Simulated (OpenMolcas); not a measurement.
# Mo⁵⁺ among point charges: CASSCF and CASPT2 levels and susceptibility

How does a field of 4 point charges split the states of Mo⁵⁺, and what χT follows?

Method: state-averaged CASSCF and CASPT2, spin-orbit coupling by RASSI with atomic mean-field integrals. Code: OpenMolcas 26.06.

### Step 1. The atom as given

| Item | Value |
| --- | --- |
| Species | Mo⁵⁺ (molybdenum, Z = 42, 37 electrons) |
| Basis | ANO-RCC-VDZP [6s5p3d1f], 43 functions |
| Scalar Hamiltonian | DKH2, point nucleus |
| Inactive shells | 1s 2s 2p 3s 3p 3d 4s 4p |
| Active space | 1 electron in 5 orbitals (4d) |
| Some configurations of this space | 4d |
| Orbitals | optimised for each spin and parity, averaged over all roots |

Outer shells as boxes (Hund's rule):

4d
```
4d [↑ ][  ][  ][  ][  ]
```

The ion sits among 4 point charges of -1.5 e arranged as a square (D4h), 2.2 Å from the ion.

Each step is its own input file, run in one work folder so that later steps find the files of earlier ones. Labels, J, g values, rates, χT and fits are worked out afterwards by a script from the matrices that RASSI stores. The input lists half of the charges; inversion (Group=XYZ) makes the rest.

### Step 2. GATEWAY and SEWARD: basis and integrals

Contents of a.inp:

```
&GATEWAY
Coord
1

Mo 0.0 0.0 0.0
Basis=ANO-RCC-VDZP
Group=XYZ
NoMove
AngMom=0.0 0.0 0.0
AMFI
XField
2 Angstrom 0
2.200000 0.000000 0.000000 -1.500000
0.000000 2.200000 0.000000 -1.500000
&SEWARD
```

Launch:

```
OMP_NUM_THREADS=1 MOLCAS_MEM=1689 MOLCAS_PROJECT=a pymolcas a.inp > a.log
```

### Step 3. Reference wave functions, doublets of even parity, 5 roots

Contents of a.inp:

```
&RASSCF
FileOrb=start.orb
Symmetry=1
Spin=2
nActEl=1 0 0
Inactive=9 9
Ras2=5 0
CIRoot=5 5 1
SDav=5
CIMx=300
Iter=120 100
PrWF=0.3
OrbListing=Nothing
MaxOrb=0
>>> COPY $Project.JobIph JOB001
```

start.orb holds the contracted functions of the basis, ordered by shell, or the orbitals of the step before.

### Step 4. State interaction with spin-orbit coupling

Contents of a.inp:

```
&RASSI
NrOfJobIphs=1 5
1 2 3 4 5
IphNames
JOB001
EJob
SpinOrbit
DIPRint=1.0
SOCoupling=1000.0
Subsets=2
Property=9
'ANGMOM' 1 'ANGMOM' 2 'ANGMOM' 3 'MLTPL  1' 1 'MLTPL  1' 2 'MLTPL  1' 3
'AMFI' 1 'AMFI' 2 'AMFI' 3
SOProperty=3
'ANGMOM' 1 'ANGMOM' 2 'ANGMOM' 3
```

### Step 5. CASPT2: IPEA 0.25, imaginary shift 0.1 (closed shells correlated: 4s 4p)

Contents of a.inp:

```
>>> COPY JOB001 $Project.JobIph
&CASPT2
Multistate=5 1 2 3 4 5
NoMult
Frozen=8 6
IPEA=0.25
Imaginary=0.1
MaxIter=60
WThr=0.0 0.3 0.05
PrWF=0.5
NoMix
```

(Steps that only read results are left out.)

**Question.** What will these runs give? Wanted: spin-free ground state; first state of the same spin within the active space; lowest level; next level.

As calculated:

```
                                            quantity                                                                        value
                                              method  SS-CASPT2, IPEA 0.25, imaginary shift 0.1 (closed shells correlated: 4s 4p)
                              spin-free ground state                                              2A1, 1-fold in its orbital part
first state of the same spin within the active space                                                              2E at 1760 cm⁻¹
                                        lowest level                                            2-fold E1/2, g = 0.72, 0.72, 1.46
                                          next level                                                                  2751.9 cm⁻¹
                                         χT at 300 K                                                               0.15 cm³ K/mol
                           effective moment at 300 K                                                                      1.11 μB
```

Cost by method:

| method | time of its own steps | time with the reference |
| --- | --- | --- |
| A. CASSCF | 1.2 s | 1.2 s |
| B. SS-CASPT2, IPEA 0.25, imaginary shift 0.1, +4s 4p | 0.42 s | 1.6 s |

Times are of one thread on a shared host.

What this shows: The spin-free ground state (2A1) comes to 100 % from free-ion D terms and keeps the highest spin of the shell. χT at 300 K is 0.15, against 0.38 cm³ K/mol for the spin alone, so orbital moment lowers it. The field of point charges can differ much from that of real complexes. Point charges carry no covalency, so the field is a model and not that of real ligands.
